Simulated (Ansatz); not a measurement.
The system is NiMoIrPdW.

```
Ni Mo Pd Ir W
1.0
     2.34460   -1.43138    0.00906
     2.34460    1.43138    0.00906
    -2.20600    0.00000   10.92374
Ni Mo Pd Ir W
1 1 1 1 1
Direct
  0.49838 0.49838 0.29525
  0.31773 0.31773 0.91207
  0.24733 0.24733 0.49061
  0.74982 0.74982 0.10802
  0.68673 0.68673 0.69406
```

The cell was built by a generator and needn't be a form met in nature.

```yaml
Program: Ansatz 0.2.0
Task: relaxation of cell and atoms
Functional: LDA
Potentials_or_basis: Ansatz PAW
Cutoff: "420 eV (not typed: the program's choice for these potentials)"
k_mesh: 8 × 8 × 2
Occupations: fermi-dirac, width 0.05 eV
Spin: collinear spin, ferromagnetic start
Starting_moments: "[1.0, 1.0, 0.0, 0.6, 0.0] μB"
```

At the start: volume 14.68 Å³/atom.

Task: How do energy, volume and symmetry change on relaxing?

Result: It ends after 7 steps and the volume is 13.84 Å³/atom (-5.7 %); space group Cm (No. 8, to 0.05 Å); moment 0.00 μB per cell.

Step by step:
```tsv
step	energy change (eV)	largest force (eV/Å)	volume (Å³)
1	0.0000	0.1962	73.38
2	-0.2035	0.1144	69.75
3	-0.2090	0.0851	69.22
4	-0.2096	0.0296	69.16
5	-0.2097	0.0014	69.19
6	-0.2098	0.0019	69.20
7	-0.2087	0.0018	69.20
```

Final structure:
```cif
data_structure
_symmetry_space_group_name_H-M 'P 1'
_symmetry_Int_Tables_number 1
_cell_length_a 2.6990
_cell_length_b 2.6990
_cell_length_c 10.9319
_cell_angle_alpha 99.248
_cell_angle_beta 99.248
_cell_angle_gamma 62.206
_cell_volume 69.20
loop_
_atom_site_label
_atom_site_type_symbol
_atom_site_fract_x
_atom_site_fract_y
_atom_site_fract_z
_atom_site_occupancy
Ni1 Ni 0.49806 0.49806 0.29620 1
Mo1 Mo 0.32505 0.32505 0.91272 1
Pd1 Pd 0.24505 0.24505 0.48890 1
Ir1 Ir 0.75299 0.75299 0.11042 1
W1 W 0.67885 0.67885 0.69177 1
```

Caveat: the plane-wave basis is chosen anew once the cell has moved, so the energies of steps on either side of that aren't comparable; the PAW data sets come from PBE, with cores solved anew for the run's functional, which leaves a small shift of forces and pressure; the starting moments weren't kept.
